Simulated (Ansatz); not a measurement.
# GaP: the cost of one run

Method: DFT PBE, scalar-relativistic, plane waves, PAW, in Ansatz 0.2.0.

## 1. The system as given

It takes space group F-43m (No. 216, cubic). The conventional cell has a = 5.452 Å, b = 5.452 Å, c = 5.452 Å, α = 90.00°, β = 90.00°, γ = 90.00°. Ga (site symmetry -43m) is surrounded by 4 P at 2.36 Å. P (site symmetry -43m) has 4 Ga at 2.36 Å as nearest neighbours.

Structure file:

```xyz
2
Lattice="0.0000 2.7258 2.7258 2.7258 0.0000 2.7258 2.7258 2.7258 0.0000" Properties=species:S:1:pos:R:3 pbc="T T T"
Ga    0.0000    0.0000    0.0000
P     4.0887    4.0887    4.0887
```

The structure comes from the Materials Project (structure only).

(A quick probe on a coarse mesh, which set the mesh and smearing, is not shown.)

## 3. Full relaxation

input.yaml reads:

```yaml
crystal:
  lattice:
    - [0.0, 2.72581249, 2.72581249]
    - [2.72581249, 0.0, 2.72581249]
    - [2.72581249, 2.72581249, 0.0]
  atoms:
    - { symbol: Ga, position: [0.0, 0.0, 0.0] }
    - { symbol: P, position: [0.75, 0.75, 0.75] }
basis:
  ecutwfc: 420
kpoints:
  mp_grid: { grid: [8, 8, 8] }
hamiltonian:
  xc: pbe
scf:
  occupations: { method: gaussian, width: 0.02 }
output:
  forces: true
  stress: true
  eigenvalues: true
  write_density: true
  write_potential: true
  elf: true
  volumetric_format: npy
relax:
  adjacent_minimum: "off"
  f_tol: 0.005
  max_steps: 80
  cell: { stress_tol: 0.05 }
```

On the command line:

```
> ansatz run input.yaml --threads 4 --pin off --max-ram 8192MiB --backend cpu --events-out ev --progress --plain --runs-dir out
```

What time and memory should one allow on 4 threads of Intel Xeon Platinum 8375C at 2.90GHz (Ice Lake), shared host?

About 3.4 s, with a peak of 0.41 GiB.
